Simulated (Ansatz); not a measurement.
# C12H16Si: the cost of one run

Program: Ansatz 0.2.0. Level of theory: DFT r2SCAN, Gaussian basis def2-TZVP. These are calculated values, not measurements.

### Step 1. The structure to begin with

Bond lengths (14 of 31 bonds, heavy atoms first): C1–Si2 1.824 Å, Si2–C3 1.883 Å, C3–C4 1.562 Å, Si2–C5 1.883 Å, C4–C5 1.562 Å, Si2–C6 1.847 Å, C6–C7 1.421 Å, C7–C8 1.400 Å, C8–C9 1.372 Å, C9–C10 1.500 Å, C10–C11 1.564 Å, C9–C12 1.371 Å, C11–C12 1.500 Å, C6–C13 1.409 Å. Angles (14 of 60 angles, heavy atoms first): C1–Si2–C3 112.7°, C1–Si2–C5 112.7°, C1–Si2–C6 116.3°, C3–Si2–C5 76.0°, C3–Si2–C6 116.4°, C5–Si2–C6 116.4°, Si2–C3–C4 88.3°, C3–C4–C5 95.8°, Si2–C5–C4 88.3°, Si2–C6–C7 120.6°, Si2–C6–C13 120.6°, C7–C6–C13 118.8°, C6–C7–C8 121.5°, C7–C8–C9 117.4°.

Coordinates:

```xyz
29

C    -2.1381    1.7519   -1.3260
Si   -1.6108    0.2985   -0.3575
C    -2.3055   -1.3161   -1.0329
C    -3.5925   -1.0628   -0.1848
C    -2.8869   -0.2213    0.9259
C     0.1555    0.2717    0.1822
C     0.5403    0.8412    1.4256
C     1.8735    0.8347    1.8527
C     2.7990    0.2555    1.0215
C     4.2530   -0.0733    0.8579
C     3.8515   -0.7059   -0.5154
C     2.4466   -0.2987   -0.1821
C     1.1458   -0.3099   -0.6333
H    -2.0031    2.6803   -0.7618
H    -3.1941    1.6974   -1.6090
H    -1.5609    1.8482   -2.2512
H    -1.7353   -2.1956   -0.7180
H    -2.4661   -1.3596   -2.1126
H    -4.3738   -0.5081   -0.7268
H    -4.0712   -1.9782    0.1847
H    -3.4953    0.5784    1.3548
H    -2.4633   -0.8247    1.7349
H    -0.2030    1.2977    2.0791
H     2.1614    1.2694    2.8028
H     4.9377    0.7779    0.7757
H     4.6734   -0.7877    1.5741
H     4.3061   -0.2167   -1.3839
H     4.0417   -1.7825   -0.5854
H     0.9143   -0.7620   -1.5935
```

### Step 2. Relaxing the atoms: C12H16Si

File input.yaml:

```yaml
relax:
  f_tol: 0.001
  max_steps: 200
crystal:
  periodic: [false, false, false]
  atoms:
    - { symbol: C, position_ang: [-2.1381, 1.75189, -1.32596] }
    - { symbol: Si, position_ang: [-1.61083, 0.29855, -0.3575] }
    - { symbol: C, position_ang: [-2.30549, -1.31606, -1.03289] }
    - { symbol: C, position_ang: [-3.59251, -1.06282, -0.18481] }
    - { symbol: C, position_ang: [-2.88693, -0.2213, 0.92594] }
    - { symbol: C, position_ang: [0.15552, 0.27166, 0.18224] }
    - { symbol: C, position_ang: [0.5403, 0.84123, 1.42558] }
    - { symbol: C, position_ang: [1.87352, 0.83467, 1.8527] }
    - { symbol: C, position_ang: [2.79899, 0.25551, 1.02147] }
    - { symbol: C, position_ang: [4.25303, -0.07332, 0.85787] }
    - { symbol: C, position_ang: [3.85154, -0.70587, -0.51543] }
    - { symbol: C, position_ang: [2.44661, -0.2987, -0.18214] }
    - { symbol: C, position_ang: [1.14578, -0.30991, -0.63331] }
    - { symbol: H, position_ang: [-2.00307, 2.68029, -0.76178] }
    - { symbol: H, position_ang: [-3.19408, 1.69736, -1.60902] }
    - { symbol: H, position_ang: [-1.56088, 1.84825, -2.25116] }
    - { symbol: H, position_ang: [-1.73526, -2.19559, -0.71804] }
    - { symbol: H, position_ang: [-2.4661, -1.35956, -2.11264] }
    - { symbol: H, position_ang: [-4.37383, -0.50805, -0.72678] }
    - { symbol: H, position_ang: [-4.07118, -1.97816, 0.18468] }
    - { symbol: H, position_ang: [-3.49531, 0.5784, 1.3548] }
    - { symbol: H, position_ang: [-2.46332, -0.82468, 1.73485] }
    - { symbol: H, position_ang: [-0.20297, 1.29772, 2.07908] }
    - { symbol: H, position_ang: [2.16144, 1.2694, 2.8028] }
    - { symbol: H, position_ang: [4.93766, 0.77794, 0.77574] }
    - { symbol: H, position_ang: [4.67342, -0.78772, 1.57413] }
    - { symbol: H, position_ang: [4.30607, -0.21673, -1.3839] }
    - { symbol: H, position_ang: [4.04171, -1.78246, -0.58543] }
    - { symbol: H, position_ang: [0.91431, -0.76195, -1.59352] }
basis:
  gaussian: { orbitals: def2-TZVP }
hamiltonian:
  xc: r2scan
```

Launch:

```bash
> ansatz run input.yaml --threads 8 --pin off --max-ram 10240MiB --backend cpu --events-out ev --progress --plain --runs-dir out
```

**Question.** How long does this run take on 8 threads of Arm Neoverse N1, shared host, and how much memory does it need?

About 28 min, with a peak of 1.6 GiB.
